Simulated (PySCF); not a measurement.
# C2H3FSe: the cost of one run

Computed with PySCF 2.14.0 and routines of our own; the level stands in each step. Atoms count from 0.

## Step 1: The system as given

7 atoms, charge 0, multiplicity 1; geometry from: GFN2-xTB.

## Step 2: Relaxing the molecule at PBE0-D3(BJ)/def2-SVP

Job settings and geometry (Å):

```
{"job": {"xc": "PBE0", "basis": "def2-SVP", "d3": "d3bj", "grid": 1, "maxiter": 30, "shake": 0.01, "kind": "geom"}, "charge": 0, "multiplicity": 1}
C     -0.678460    -0.084730    -0.021230
C      0.769760     0.036390     0.029570
F      1.325240    -1.046870     0.557880
Se     1.823300     1.364110    -0.503540
H     -1.101550    -0.210490     0.969610
H     -0.992380    -0.925030    -0.619210
H     -1.111960     0.837520    -0.463010
```

Launch:

```bash
> OMP_NUM_THREADS=1 python heavy_run.py task.json out
```

This one command runs all jobs of the session in turn.

**Question.** How long does this first job take on 1 thread of Arm Neoverse V1, shared host, and how much memory does it need?

About 25 s, with a peak of 0.36 GiB.
